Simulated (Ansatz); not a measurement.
# C2H5BO: the cost of one run

Method: RHF/6-31G, in Ansatz 0.2.0.

## Step 1: The starting structure

Bond lengths: C1–C2 1.512 Å, C2–B3 1.516 Å, C2–O4 1.465 Å, B3–O4 1.317 Å, C1–H5 1.088 Å, C1–H6 1.088 Å, C1–H7 1.090 Å, C2–H8 1.087 Å, B3–H9 1.150 Å. Angles (14 of 16 angles, heavy atoms first): C1–C2–B3 124.4°, C1–C2–O4 115.0°, B3–C2–O4 52.4°, C2–B3–O4 61.8°, C2–O4–B3 65.8°, C1–C2–H8 113.5°, B3–C2–H8 121.4°, O4–C2–H8 110.7°, C2–C1–H5 109.3°, C2–C1–H6 110.5°, C2–C1–H7 111.2°, C2–B3–H9 158.2°, O4–B3–H9 140.0°, H5–C1–H6 108.8°.

Structure file:

```xyz
9

C     0.0822    0.6983   -0.8941
C     0.1128   -0.5407   -0.0287
B    -0.4469   -0.6170    1.3785
O     0.8436   -0.3963    1.2330
H    -0.6583    0.5690   -1.6809
H    -0.1860    1.5697   -0.3011
H     1.0519    0.8786   -1.3571
H     0.4345   -1.4334   -0.5600
H    -1.2337   -0.7280    2.2104
```

## Step 2: Relaxing the start

File input.yaml:

```yaml
crystal:
  periodic: [false, false, false]
  atoms:
    - { symbol: C, position_ang: [0.08217, 0.69826, -0.89409] }
    - { symbol: C, position_ang: [0.11276, -0.54071, -0.02874] }
    - { symbol: B, position_ang: [-0.44685, -0.61697, 1.37846] }
    - { symbol: O, position_ang: [0.84356, -0.39634, 1.23304] }
    - { symbol: H, position_ang: [-0.65835, 0.56897, -1.6809] }
    - { symbol: H, position_ang: [-0.18595, 1.56967, -0.30114] }
    - { symbol: H, position_ang: [1.05191, 0.87858, -1.35705] }
    - { symbol: H, position_ang: [0.43448, -1.43341, -0.55996] }
    - { symbol: H, position_ang: [-1.23375, -0.72804, 2.21038] }
basis:
  gaussian: { orbitals: "6-31G" }
hamiltonian:
  xc: hf
relax:
  f_tol: 0.02
  max_steps: 40
scf:
  lower_state_search: "off"
```

Run with:

```bash
$ ansatz run input.yaml --threads 1 --pin off --max-ram 2048MiB --backend cpu --events-out ev --progress --plain --runs-dir out
```

**Question.** How long does this run take on 1 thread of Arm Neoverse V2, shared host, and how much memory does it need?

About 4.6 s, with a peak of 0.11 GiB.
